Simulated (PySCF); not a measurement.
# A gas-phase reaction: CH5AlO + BrH → CH4AlBrO + H2

Aim: the reaction energy of `[CH3][AlH][OH]` + `Br` → `[CH3][Al]([OH])[Br]` + `[H][H]`.

Computed with PySCF 2.14.0; each step states its level. No surroundings beyond the atoms listed, unless a continuum is named. Atoms count from 0, parts from 1.

### Step 1. The system as given

Each species was relaxed by itself at PBE0-D3(BJ)/def2-SVPD.

### Step 2. Reaction energy: wB97M-D3(BJ)/def2-TZVPD

What the job is given:

```
{"job": {"kind": "react", "xc": "wB97M-D3(BJ)", "basis": "def2-TZVPD"}, "charge": 0, "multiplicity": 1}
-1 CH5AlO charge 0 multiplicity 1
C     -0.128380     0.699320     1.049180
Al    -0.314360    -0.324060    -0.592370
O      1.138960    -1.000130    -1.224990
H     -1.083430     1.096340     1.424120
H      0.315720     0.079840     1.845540
H      0.556470     1.550800     0.904010
H     -1.670190    -0.582490    -1.379660
H      1.189100    -1.520640    -2.026250

-1 BrH charge 0 multiplicity 1
Br     0.714800     0.011090    -0.011850
H     -0.708630    -0.007810     0.011440

+1 CH4AlBrO charge 0 multiplicity 1
C     -0.054830    -0.904550    -0.947170
Al     0.238920     0.434870     0.413550
O     -1.084200     1.062210     1.297330
Br     2.305820     1.236520     0.903910
H      0.878010    -1.205640    -1.444040
H     -0.519190    -1.802860    -0.510720
H     -0.749700    -0.528830    -1.714770
H     -1.014610     1.706810     2.001910

+1 H2 charge 0 multiplicity 1
H      0.379410     0.016560    -0.020040
H     -0.379410    -0.016560     0.020040
```

Level: wB97M-D3(BJ)/def2-TZVPD reaction energy of separated species, gas phase.

Launch:

```bash
$ OMP_NUM_THREADS=1 python cluster_run.py task.json out
```

The driver reads the jobs from task.json and runs them one after another.

Standard output:

```text
species 1 (CH5AlO)
coarse grid: 29072 points
cycle   1  E = -358.8290610280  dE = -2.325e-02  |g| = 7.595e-01  |ddm| = 2.197e+00
cycle   2  E = -358.7841506416  dE =  4.491e-02  |g| = 9.564e-01  |ddm| = 1.202e+00
cycle   3  E = -358.9422917264  dE = -1.581e-01  |g| = 4.935e-02  |ddm| = 6.280e-01
cycle   4  E = -358.9429313921  dE = -6.397e-04  |g| = 2.521e-02  |ddm| = 7.177e-02
cycle   5  E = -358.9431011943  dE = -1.698e-04  |g| = 4.635e-03  |ddm| = 2.664e-02
cycle   6  E = -358.9431105725  dE = -9.378e-06  |g| = 9.459e-04  |ddm| = 8.266e-03
final grid: 61168 points
cycle   7  E = -358.9431136300  dE = -4.843e-07  |g| = 4.054e-04  |ddm| = 4.134e-03
cycle   8  E = -358.9431136879  dE = -5.791e-08  |g| = 2.548e-04  |ddm| = 7.740e-04
cycle   9  E = -358.9431137051  dE = -1.720e-08  |g| = 6.112e-05  |ddm| = 2.269e-04
cycle  10  E = -358.9431137077  dE = -2.582e-09  |g| = 2.432e-05  |ddm| = 1.201e-04
cycle  11  E = -358.9431137079  dE = -1.897e-10  |g| = 9.359e-06  |ddm| = 3.246e-05
converged SCF energy = -358.9431137079

species 2 (BrH)
coarse grid: 9808 points
cycle   1  E = -2574.7444818609  dE = -1.115e+00  |g| = 2.814e-01  |ddm| = 9.887e-01
cycle   2  E = -2574.7574488972  dE = -1.297e-02  |g| = 1.487e-01  |ddm| = 2.655e-01
cycle   3  E = -2574.7608846872  dE = -3.436e-03  |g| = 8.656e-03  |ddm| = 8.708e-02
cycle   4  E = -2574.7609220524  dE = -3.737e-05  |g| = 2.523e-03  |ddm| = 1.268e-02
cycle   5  E = -2574.7609264828  dE = -4.430e-06  |g| = 6.498e-04  |ddm| = 4.934e-03
final grid: 18448 points
cycle   6  E = -2574.7609110754  dE = -1.921e-07  |g| = 3.887e-04  |ddm| = 9.251e-04
cycle   7  E = -2574.7609111030  dE = -2.760e-08  |g| = 2.733e-04  |ddm| = 3.940e-04
cycle   8  E = -2574.7609111100  dE = -7.088e-09  |g| = 3.377e-05  |ddm| = 1.361e-04
cycle   9  E = -2574.7609111111  dE = -1.032e-09  |g| = 1.120e-05  |ddm| = 6.288e-05
cycle  10  E = -2574.7609111111  dE = -5.275e-11  |g| = 1.705e-06  |ddm| = 1.294e-05
converged SCF energy = -2574.7609111111

species 3 (CH4AlBrO)
coarse grid: 33936 points
cycle   1  E = -2932.4745813773  dE = -8.712e-01  |g| = 7.766e-01  |ddm| = 2.459e+00
cycle   2  E = -2932.4446744175  dE =  2.991e-02  |g| = 9.246e-01  |ddm| = 1.181e+00
cycle   3  E = -2932.5892086537  dE = -1.445e-01  |g| = 6.837e-02  |ddm| = 5.919e-01
cycle   4  E = -2932.5902740153  dE = -1.065e-03  |g| = 2.078e-02  |ddm| = 8.480e-02
cycle   5  E = -2932.5904114854  dE = -1.375e-04  |g| = 6.540e-03  |ddm| = 2.907e-02
cycle   6  E = -2932.5904264965  dE = -1.501e-05  |g| = 1.658e-03  |ddm| = 1.014e-02
cycle   7  E = -2932.5904279274  dE = -1.431e-06  |g| = 4.811e-04  |ddm| = 3.308e-03
final grid: 68872 points
cycle   8  E = -2932.5904370092  dE = -1.655e-07  |g| = 3.737e-04  |ddm| = 5.840e-03
cycle   9  E = -2932.5904370314  dE = -2.219e-08  |g| = 2.905e-04  |ddm| = 8.100e-04
cycle  10  E = -2932.5904370513  dE = -1.987e-08  |g| = 4.889e-05  |ddm| = 2.313e-04
cycle  11  E = -2932.5904370521  dE = -8.495e-10  |g| = 2.612e-05  |ddm| = 6.938e-05
converged SCF energy = -2932.5904370521

species 4 (H2)
coarse grid: 4944 points
cycle   1  E = -1.1694181664  dE = -2.751e-01  |g| = 9.861e-03  |ddm| = 4.504e-01
cycle   2  E = -1.1694523995  dE = -3.423e-05  |g| = 1.161e-03  |ddm| = 9.676e-03
cycle   3  E = -1.1694530818  dE = -6.822e-07  |g| = 1.815e-04  |ddm| = 1.918e-03
final grid: 10744 points
cycle   4  E = -1.1694521642  dE = -2.395e-08  |g| = 4.105e-05  |ddm| = 3.862e-04
cycle   5  E = -1.1694521654  dE = -1.263e-09  |g| = 9.603e-06  |ddm| = 9.152e-05
cycle   6  E = -1.1694521655  dE = -7.486e-11  |g| = 3.021e-07  |ddm| = 2.864e-05
converged SCF energy = -1.1694521655

Reaction energy = -35.582 kcal/mol
```

Run time: 26 s. Hardware: 1 thread of Arm Neoverse V2, shared host; peak memory 0.76 GiB.

Species by species (with the dispersion term, which the log's SCF energies lack):

| ν | species | energy (Eh) | HOMO (eV) |
| --- | --- | --- | --- |
| -1 | [CH3][AlH][OH] | -358.94846 | -10.35 |
| -1 | Br | -2574.76148 | -11.15 |
| +1 | [CH3][Al]([OH])[Br] | -2932.59697 | -10.66 |
| +1 | [H][H] | -1.16967 | -14.48 |

### Step 3. Reaction energy: PBE0-D3(BJ)/def2-TZVPD

The job, as its differences from that of step 2:

```diff
@@ -1,2 +1,2 @@
-{"job": {"kind": "react", "xc": "wB97M-D3(BJ)", "basis": "def2-TZVPD"}, "charge": 0, "multiplicity": 1}
+{"job": {"kind": "react", "xc": "PBE0", "basis": "def2-TZVPD", "disp": "d3bj"}, "charge": 0, "multiplicity": 1}
 -1 CH5AlO charge 0 multiplicity 1
```

Method: PBE0-D3(BJ)/def2-TZVPD reaction energy of separated species, gas phase.

Standard output:

```text
species 1 (CH5AlO)
coarse grid: 6896 points
cycle   1  E = -358.4921244119  dE = -2.080e-03  |g| = 8.574e-01  |ddm| = 2.359e+00
cycle   2  E = -358.1304003024  dE =  3.617e-01  |g| = 1.576e+00  |ddm| = 1.673e+00
cycle   3  E = -358.6292678632  dE = -4.989e-01  |g| = 1.551e-01  |ddm| = 1.142e+00
cycle   4  E = -358.6337789278  dE = -4.511e-03  |g| = 6.921e-02  |ddm| = 1.559e-01
cycle   5  E = -358.6349486592  dE = -1.170e-03  |g| = 6.900e-03  |ddm| = 5.188e-02
cycle   6  E = -358.6349608690  dE = -1.221e-05  |g| = 1.268e-03  |ddm| = 8.087e-03
cycle   7  E = -358.6349612236  dE = -3.546e-07  |g| = 1.736e-04  |ddm| = 1.733e-03
final grid: 61168 points
cycle   8  E = -358.6316349858  dE = -2.270e-05  |g| = 6.377e-03  |ddm| = 1.086e-01
cycle   9  E = -358.6316256650  dE =  9.321e-06  |g| = 9.311e-03  |ddm| = 1.048e-02
cycle  10  E = -358.6316433652  dE = -1.770e-05  |g| = 9.775e-04  |ddm| = 6.284e-03
cycle  11  E = -358.6316435404  dE = -1.752e-07  |g| = 1.689e-04  |ddm| = 7.630e-04
cycle  12  E = -358.6316435474  dE = -7.003e-09  |g| = 1.279e-05  |ddm| = 1.642e-04
cycle  13  E = -358.6316435475  dE = -4.269e-11  |g| = 2.859e-06  |ddm| = 2.532e-05
converged SCF energy = -358.6316435475

species 2 (BrH)
coarse grid: 9808 points
cycle   1  E = -2574.4494536850  dE = -1.081e+00  |g| = 2.724e-01  |ddm| = 1.042e+00
cycle   2  E = -2574.4540919361  dE = -4.638e-03  |g| = 1.699e-01  |ddm| = 2.601e-01
cycle   3  E = -2574.4588662524  dE = -4.774e-03  |g| = 3.007e-02  |ddm| = 1.194e-01
cycle   4  E = -2574.4590977309  dE = -2.315e-04  |g| = 4.156e-03  |ddm| = 2.212e-02
cycle   5  E = -2574.4591017333  dE = -4.002e-06  |g| = 1.311e-03  |ddm| = 4.270e-03
final grid: 18448 points
cycle   6  E = -2574.4591028036  dE = -7.034e-08  |g| = 1.375e-03  |ddm| = 2.024e-03
cycle   7  E = -2574.4591028179  dE = -1.433e-08  |g| = 1.399e-03  |ddm| = 1.791e-03
cycle   8  E = -2574.4591030388  dE = -2.209e-07  |g| = 5.149e-05  |ddm| = 8.398e-04
cycle   9  E = -2574.4591030395  dE = -6.767e-10  |g| = 1.027e-05  |ddm| = 4.413e-05
converged SCF energy = -2574.4591030395

species 3 (CH4AlBrO)
coarse grid: 33936 points
cycle   1  E = -2931.8382383236  dE = -8.701e-01  |g| = 8.806e-01  |ddm| = 2.649e+00
cycle   2  E = -2931.5179423090  dE =  3.203e-01  |g| = 1.526e+00  |ddm| = 1.618e+00
cycle   3  E = -2931.9726154734  dE = -4.547e-01  |g| = 1.742e-01  |ddm| = 1.086e+00
cycle   4  E = -2931.9784678034  dE = -5.852e-03  |g| = 6.309e-02  |ddm| = 1.795e-01
cycle   5  E = -2931.9794005753  dE = -9.328e-04  |g| = 1.233e-02  |ddm| = 5.761e-02
cycle   6  E = -2931.9794308115  dE = -3.024e-05  |g| = 2.631e-03  |ddm| = 1.356e-02
cycle   7  E = -2931.9794320126  dE = -1.201e-06  |g| = 1.353e-03  |ddm| = 3.525e-03
final grid: 68872 points
cycle   8  E = -2931.9794566548  dE =  1.686e-07  |g| = 1.784e-03  |ddm| = 4.613e-03
cycle   9  E = -2931.9794561891  dE =  4.657e-07  |g| = 2.395e-03  |ddm| = 3.408e-03
cycle  10  E = -2931.9794572664  dE = -1.077e-06  |g| = 2.751e-04  |ddm| = 1.871e-03
cycle  11  E = -2931.9794572793  dE = -1.291e-08  |g| = 1.379e-05  |ddm| = 1.809e-04
cycle  12  E = -2931.9794572793  dE = -3.865e-11  |g| = 4.920e-06  |ddm| = 1.704e-05
converged SCF energy = -2931.9794572793

species 4 (H2)
coarse grid: 1240 points
cycle   1  E = -1.1670655518  dE = -2.327e-01  |g| = 2.266e-02  |ddm| = 4.588e-01
cycle   2  E = -1.1672530204  dE = -1.875e-04  |g| = 3.233e-03  |ddm| = 1.897e-02
cycle   3  E = -1.1672574772  dE = -4.457e-06  |g| = 9.767e-05  |ddm| = 2.761e-03
final grid: 10744 points
cycle   4  E = -1.1681371990  dE = -1.914e-06  |g| = 2.725e-04  |ddm| = 1.554e-03
cycle   5  E = -1.1681372271  dE = -2.807e-08  |g| = 3.979e-05  |ddm| = 2.443e-04
cycle   6  E = -1.1681372277  dE = -6.274e-10  |g| = 1.237e-06  |ddm| = 3.085e-05
converged SCF energy = -1.1681372277

Reaction energy = -36.515 kcal/mol
```

Wall time 14 s (1 thread of Arm Neoverse V2, shared host); peak memory 0.66 GiB.

Reaction energy at this level: -36.52 kcal/mol.

### Step 4. Side by side

Energies in kcal/mol, with wall time:

| run | reaction | time |
| --- | --- | --- |
| wB97M-D3(BJ)/def2-TZVPD | -35.58 | 26 s |
| PBE0-D3(BJ)/def2-TZVPD | -36.52 | 14 s |

### Step 5. Summary of results

| quantity | value |
| --- | --- |
| reaction energy (wB97M-D3(BJ)/def2-TZVPD) | -35.58 kcal/mol |
| ΔH, ΔG at 298 K (xTB thermal terms) | -35.8, -34.5 kcal/mol |
| range of the reaction energy over the runs of this table | -36.52 to -35.58 kcal/mol |

What this shows: The reaction is exothermic by 35.8 kcal/mol in the gas phase; dispersion gives -0.53, and xTB itself gave -23.67 for the electronic energy (xTB energies and thermal terms come from the earlier relaxation of each species, not shown). No barrier was sought. xTB and this level differ widely in the electronic energy, so what comes from xTB (the thermal terms above all) is less safe here. The reaction energy runs from -36.52 (PBE0-D3(BJ)/def2-TZVPD) to -35.58 kcal/mol (wB97M-D3(BJ)/def2-TZVPD).
